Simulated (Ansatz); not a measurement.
This script for Ansatz's Python interface starts 3 runs on Nb3Tl, space group Pm-3n. What input does the engine get in each?

`run_edit.py`:
```python
import ansatz
import numpy as np

CUTOFF = 510
K_DENSITY = 3.4
SMEARING = 'fermi_dirac'
SIGMA = 0.05

vectors = np.array([
    [5.297, 0.0, 0.0],
    [0.0, 5.297, 0.0],
    [0.0, 0.0, 5.297],
])
nb3tl = (
    ansatz.Lattice.of(vectors)
    .atom('Nb', (0.25, 0.0, 0.5))
    .atom('Nb', (0.5, 0.75, 0.0))
    .atom('Nb', (0.75, 0.0, 0.5))
    .atom('Nb', (0.5, 0.25, 0.0))
    .atom('Nb', (0.0, 0.5, 0.75))
    .atom('Nb', (0.0, 0.5, 0.25))
    .atom('Tl', (0.0, 0.0, 0.0))
    .atom('Tl', (0.5, 0.5, 0.5))
)

base = (
    nb3tl.calculation()
    .functional(ansatz.Functional.PBE)
    .basis(CUTOFF)
    .kpoints(density=K_DENSITY)
    .occupations(SMEARING, width=SIGMA)
    .band_table()
)
typed = base.input()
rows = []
for value in [2, 6, 12]:
    edited = typed.set(ansatz.key.scf.n_extra_bands, value)
    data = ansatz.Session.from_dict(edited).plan().execute().report
    rows.append((value, data['free_energy_ev'], data['n_iterations'], len(data['eigenvalues_ev'][0]) if 'eigenvalues_ev' in data else 0))
print('   extra bands            F eV      iterations    bands listed')
for row in rows:
    print(f'{str(row[0]):>14s}  {row[1]:14.5f}  {row[2]:14d}  {row[3]:14d}')
```

Run 1:
```yaml
crystal:
  lattice:
    - [5.297, 0.0, 0.0]
    - [0.0, 5.297, 0.0]
    - [0.0, 0.0, 5.297]
  atoms:
    - { symbol: Nb, position: [0.25, 0.0, 0.5] }
    - { symbol: Nb, position: [0.5, 0.75, 0.0] }
    - { symbol: Nb, position: [0.75, 0.0, 0.5] }
    - { symbol: Nb, position: [0.5, 0.25, 0.0] }
    - { symbol: Nb, position: [0.0, 0.5, 0.75] }
    - { symbol: Nb, position: [0.0, 0.5, 0.25] }
    - { symbol: Tl, position: [0.0, 0.0, 0.0] }
    - { symbol: Tl, position: [0.5, 0.5, 0.5] }
basis:
  ecutwfc: 510.0
kpoints:
  mp_grid:
    kspacing: 0.29411764705882354
hamiltonian:
  xc: pbe
scf:
  occupations:
    method: fermi_dirac
    width: 0.05
  n_extra_bands: 2
output:
  eigenvalues: true
```

Run 2, against run 1:
```diff
-  n_extra_bands: 2
+  n_extra_bands: 6
```

Run 3, against run 1:
```diff
-  n_extra_bands: 2
+  n_extra_bands: 12
```

```console
$ python run_edit.py
   extra bands            F eV      iterations    bands listed
             2    -50200.36568               6              54
             6    -50200.36568               6              58
            12    -50200.36568               6              64
```

Caveats:
- Total energies depend on the potentials; only differences at equal settings carry meaning. A total without «per atom» is that of the whole cell that was run.
- The run is spin-unpolarised.
- For a metal this k-point mesh is coarse: on a finer one energies can move by several to tens of meV an atom and pressures by half a GPa or more, differences at one mesh by less.
- Spin-orbit coupling, which matters for elements this heavy, is left out.
- The starting cell is as deposited in a crystallographic database; the results hold for this polymorph, which needn't be the stable one.
- Finished in 14 s on 1 thread of Arm Neoverse V2, with other jobs on the host, peak memory 0.52 GiB.
